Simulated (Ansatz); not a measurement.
# TeF: the cost of one run

Computed with Ansatz 0.2.0 (DFT PBE, scalar-relativistic, plane waves, PAW, unless a step's input says otherwise).

1 further run of the same task is left out (it didn't finish).

### 1 Starting point

Symmetry: P4/mmm, No. 123, tetragonal system. The conventional cell has a = 3.919 Å, b = 3.919 Å, c = 6.260 Å, α = 90.00°, β = 90.00°, γ = 90.00°. Te (site symmetry 4/mmm) is surrounded by 2 F at 1.62 Å. Te (site symmetry 4/mmm) is surrounded by 2 F at 1.51 Å. F (site symmetry 4mm) is surrounded by 2 Te at 1.51 to 1.62 Å.

Structure file:

```cif
data_structure
_symmetry_space_group_name_H-M 'P 1'
_symmetry_Int_Tables_number 1
_cell_length_a 3.9188
_cell_length_b 3.9188
_cell_length_c 6.2598
_cell_angle_alpha 90.000
_cell_angle_beta 90.000
_cell_angle_gamma 90.000
_cell_volume 96.13
loop_
_atom_site_label
_atom_site_type_symbol
_atom_site_fract_x
_atom_site_fract_y
_atom_site_fract_z
_atom_site_occupancy
Te1 Te 0.50000 0.50000 0.00000 1
Te2 Te 0.50000 0.50000 0.50000 1
F1 F 0.50000 0.50000 0.25919 1
F2 F 0.50000 0.50000 0.74081 1
```

The cell is invented: random cell by space group and Wyckoff sites (P4/mmm, No. 123). Its size is a rough estimate.

### 2 Probe: one point on a coarse mesh

input.yaml reads:

```yaml
crystal:
  lattice:
    - [3.91879512, 0.0, 0.0]
    - [0.0, 3.91879512, 0.0]
    - [0.0, 0.0, 6.25980529]
  atoms:
    - { symbol: Te, position: [0.5, 0.5, 0.0] }
    - { symbol: Te, position: [0.5, 0.5, 0.5] }
    - { symbol: F, position: [0.5, 0.5, 0.2591942] }
    - { symbol: F, position: [0.5, 0.5, 0.7408058] }
basis:
  ecutwfc: 420
kpoints:
  mp_grid: { grid: [4, 4, 4] }
hamiltonian:
  xc: pbe
scf:
  occupations: { method: gaussian, width: 0.1 }
  lower_state_search: "off"
output:
  forces: true
  stress: true
  eigenvalues: true
```

Started as:

```console
ansatz run input.yaml --threads 1 --pin off --max-ram 2048MiB --backend cpu --events-out ev --progress --plain --runs-dir out
```

What time and memory should one allow on 1 thread of Arm Neoverse V1, shared host?

About 3.7 s, with a peak of 0.34 GiB.
